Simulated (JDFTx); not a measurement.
# Re (P6_3/mmc) in JDFTx: settings compared, part 2 of 2

JDFTx 1.7.0 (patched build).

### 4 Single point, PBE, spin-orbit coupling, no magnetisation

Re.in reads:

```
include Re.lattice
coords-type Lattice
include Re.ionpos

ion-species pseudo/Re.upf
elec-cutoff 37 296
elec-ex-corr gga-PBE
kpoint-folding 3 3 1
elec-smearing Fermi 0.0018374661
elec-n-bands 80
spintype spin-orbit
electronic-SCF nIterations 100 energyDiffThreshold 1e-08
electronic-minimize nIterations 30 energyDiffThreshold 1e-7
converge-empty-states yes
forces-output-coords Cartesian

dump-name run.$VAR
dump End Ecomponents EigStats BandEigs Kpoints Forces Stress ElecDensity
```

Re.lattice reads:

```
lattice \
    5.2277145291    -2.6138572644     0.0000000000 \
    0.0000000000     4.5273335859     0.0000000000 \
    0.0000000000     0.0000000000    16.8919692228
```

Re.ionpos reads:

```
ion Re     0.6666666667     0.3333333333     0.7500000000 1
ion Re     0.0000000000     0.0000000000     0.5000000000 1
ion Re     0.3333333333     0.6666666667     0.2500000000 1
ion Re     0.0000000000     0.0000000000     0.0000000000 1
```

Potentials or basis: PseudoDojo-FR-PBE-0.4-standard with smoothed tails.

Started as:

```bash
$ jdftx -c 1 -i Re.in -o Re.out
```

The log of the run:

```text
*************** JDFTx 1.7.0 (patched build) ***************

Input parsed successfully to the following command list (including defaults):

basis kpoint-dependent
converge-empty-states yes
coords-type Lattice
core-overlap-check vector
coulomb-interaction Periodic
davidson-band-ratio 1.1
dump End Forces ElecDensity BandEigs EigStats Ecomponents Stress Kpoints
dump-name run.$VAR
elec-cutoff 37 296
elec-eigen-algo Davidson
elec-ex-corr gga-PBE
elec-n-bands 80 1
elec-smearing Fermi 0.00183747
electronic-minimize  \
	dirUpdateScheme      FletcherReeves \
	linminMethod         DirUpdateRecommended \
	nIterations          30 \
	history              15 \
	knormThreshold       0 \
	maxThreshold         no \
	energyDiffThreshold  1e-07 \
	nEnergyDiff          2 \
	convergeAll          no \
	alphaTstart          1 \
	alphaTmin            1e-10 \
	updateTestStepSize   yes \
	alphaTreduceFactor   0.1 \
	alphaTincreaseFactor 3 \
	nAlphaAdjustMax      3 \
	wolfeEnergy          0.0001 \
	wolfeGradient        0.9 \
	abortOnFailedStep    no \
	fdTest               no
electronic-scf  \
	nIterations	100 \
	energyDiffThreshold	1e-08 \
	residualThreshold	1e-07 \
	mixFraction	0.5 \
[... 208 lines left out ...]
	FillingsUpdate:  mu: +0.894363439  nElectrons: 60.000000
SCF: Cycle:  5   F: -321.828827363122343   dF: -1.981e-04   |Residual|: 2.228e-03   |deigs|: 1.483e-03
	FillingsUpdate:  mu: +0.894070773  nElectrons: 60.000000
SCF: Cycle:  6   F: -321.828834998835248   dF: -7.636e-06   |Residual|: 1.398e-03   |deigs|: 5.237e-04
	FillingsUpdate:  mu: +0.894194368  nElectrons: 60.000000
SCF: Cycle:  7   F: -321.828836552689836   dF: -1.554e-06   |Residual|: 3.021e-04   |deigs|: 1.966e-04
	FillingsUpdate:  mu: +0.894223298  nElectrons: 60.000000
SCF: Cycle:  8   F: -321.828836688498143   dF: -1.358e-07   |Residual|: 1.107e-04   |deigs|: 5.140e-05
	FillingsUpdate:  mu: +0.894221378  nElectrons: 60.000000
SCF: Cycle:  9   F: -321.828836717752097   dF: -2.925e-08   |Residual|: 2.874e-05   |deigs|: 2.153e-06
	FillingsUpdate:  mu: +0.894219515  nElectrons: 60.000000
SCF: Cycle: 10   F: -321.828836722054177   dF: -4.302e-09   |Residual|: 1.826e-05   |deigs|: 3.381e-06
	FillingsUpdate:  mu: +0.894217887  nElectrons: 60.000000
SCF: Cycle: 11   F: -321.828836724010557   dF: -1.956e-09   |Residual|: 8.861e-06   |deigs|: 3.165e-06
SCF: Converged (|Delta E|<1.000000e-08 for 2 iters).

Setting wave functions to eigenvectors of Hamiltonian
Converging empty states (this may take a while): |deigs|: 2.149e-06

# Stress tensor in Cartesian coordinates [Eh/a0^3]:
[ -0.000501349 -1.66108e-14            0  ]
[ -1.66108e-14 -0.000501349            0  ]
[            0            0 -0.000247417  ]

# Ionic positions in lattice coordinates:
ion Re   0.666666666666667   0.333333333333333   0.750000000000000 1
ion Re   0.000000000000000   0.000000000000000   0.500000000000000 1
ion Re   0.333333333333333   0.666666666666667   0.250000000000000 1
ion Re   0.000000000000000   0.000000000000000   0.000000000000000 1

# Forces in Cartesian coordinates:
force Re  -0.000000000000000  -0.000000000000000   0.000000000000000 1
force Re   0.000000000000000  -0.000000000000000   0.000000000000000 1
force Re  -0.000000000000000  -0.000000000000000   0.000000000000000 1
force Re  -0.000000000000000  -0.000000000000000   0.000000000000000 1

# Energy components:
   Eewald =     -280.0555084236258949
       EH =       38.1725238390423485
     Eloc =     -146.7615457963481163
      Enl =       14.8064943234552064
      Exc =      -69.4606501910474776
 Exc_core =       25.9610051631806513
       KE =       95.5118461993525472
-------------------------------------
     Etot =     -321.8258348859907869
       TS =        0.0030018380197732
-------------------------------------
        F =     -321.8288367240105572

IonicMinimize: Iter:   0  F: -321.828836724010557  |grad|_K:       -nan
IonicMinimize: None of the convergence criteria satisfied after 0 iterations.

#--- Lowdin population analysis ---
# oxidation-state Re +0.172 +0.131 +0.172 +0.131

Dumping 'run.eigStats' ...
	eMin: -2.046526 at state 0 ( [ +0.000000 +0.000000 +0.000000 ] spin 0 )
	HOMO: +0.893155 at state 1 ( [ +0.000000 +0.333333 +0.000000 ] spin 0 )
	mu  : +0.894219
	LUMO: +0.896910 at state 1 ( [ +0.000000 +0.333333 +0.000000 ] spin 0 )
	eMax: +1.226427 at state 2 ( [ +0.333333 +0.333333 +0.000000 ] spin 0 )
	HOMO-LUMO gap: +0.003755
	Optical gap  : +0.003755 at state 1 ( [ +0.000000 +0.333333 +0.000000 ] spin 0 )
Done!
```

Wall time 1.8 min (1 thread of AMD EPYC 7R43 (Zen 3), shared host); peak memory 0.21 GiB.

These settings aren't checked as converged: the numbers below hold their error.

What came out:

```yaml
Free_energy: -8757.4088 eV
Pressure: 12.3 GPa
Band_gap_on_the_k_mesh: none (metal or under the smearing width)
```

Caveat: the k mesh is coarse (spacing up to 0.87 Å⁻¹), so the values aren't converged.

### 5 Relaxation of cell and atoms, LDA

Re.in reads:

```
include Re.lattice
coords-type Lattice
include Re.ionpos

ion-species pseudo/Re.upf
elec-cutoff 36 288
elec-ex-corr lda-PW
kpoint-folding 7 7 2
elec-smearing Fermi 0.0018374661
elec-n-bands 39
electronic-SCF nIterations 100 energyDiffThreshold 1e-09
electronic-minimize nIterations 30 energyDiffThreshold 1e-7
forces-output-coords Cartesian
lattice-minimize nIterations 40 energyDiffThreshold 1e-6

dump-name run.$VAR
dump End Ecomponents EigStats BandEigs Kpoints Forces Stress ElecDensity Dtot KEdensity
```

Re.lattice is that of step 4.

Re.ionpos is that of step 4.

Potentials or basis: PseudoDojo-SR-LDA-0.4.1-standard with smoothed tails.

Started as:

```bash
$ jdftx -c 1 -i Re.in -o Re.out
```

Run time: 6.4 min. Hardware: 1 thread of Arm Neoverse V1, shared host; peak memory 0.27 GiB.

Results (log left out):

- Free energy: -8769.5141 eV
- Relaxed volume: 14.28 Å³/atom
- Relaxed cell: a = 2.731 Å, b = 2.731 Å, c = 8.847 Å, α = 90.00°, β = 90.00°, γ = 120.00°
- Space group after relaxing (to 0.05 Å): P6_3/mmc (No. 194)
- Energy gained by relaxing: 23.4 meV/atom
- Ionic steps: 6
- Pressure after relaxing: 0.0 GPa
- Band gap on the k mesh: none (metal or under the smearing width)

The path:
| step | energy change (eV) | largest force (eV/Å) | pressure (GPa) | volume (Å³) |
| --- | --- | --- | --- | --- |
| 1 | 0.0000 | 0.0000 | -13.60 | 59.24 |
| 2 | -0.0447 | 0.0000 | -10.01 | 58.64 |
| 3 | -0.0935 | 0.0000 | 0.35 | 57.08 |
| 4 | -0.0935 | 0.0000 | 0.01 | 57.12 |
| 5 | -0.0935 | 0.0000 | 0.00 | 57.13 |
| 6 | -0.0935 | 0.0000 | 0.00 | 57.13 |

Final structure:
```yaml
crystal:
  lattice:
    - [2.73064, 0.00000, 0.00000]
    - [-1.36532, 2.36480, 0.00000]
    - [0.00000, 0.00000, 8.84657]
  atoms:
    - { symbol: Re, position: [0.66667, 0.33333, 0.75000] }
    - { symbol: Re, position: [0.00000, 0.00000, 0.50000] }
    - { symbol: Re, position: [0.33333, 0.66667, 0.25000] }
    - { symbol: Re, position: [0.00000, 0.00000, 0.00000] }
```

Levels at points of the mesh, in eV from the Fermi level:
```
           k point  band 27  band 28  band 29  band 30  band 31  band 32  band 33  band 34
(0.00, 0.00, 0.00)    -1.78    -1.30    -1.30    -1.20    -1.20     0.61     0.64     0.64
(0.00, 0.00, 0.50)    -1.53    -1.53    -1.53    -1.53    -1.08    -1.08     1.20     1.20
```

Caveat: the k mesh is coarse (spacing up to 0.37 Å⁻¹), so the values aren't converged.
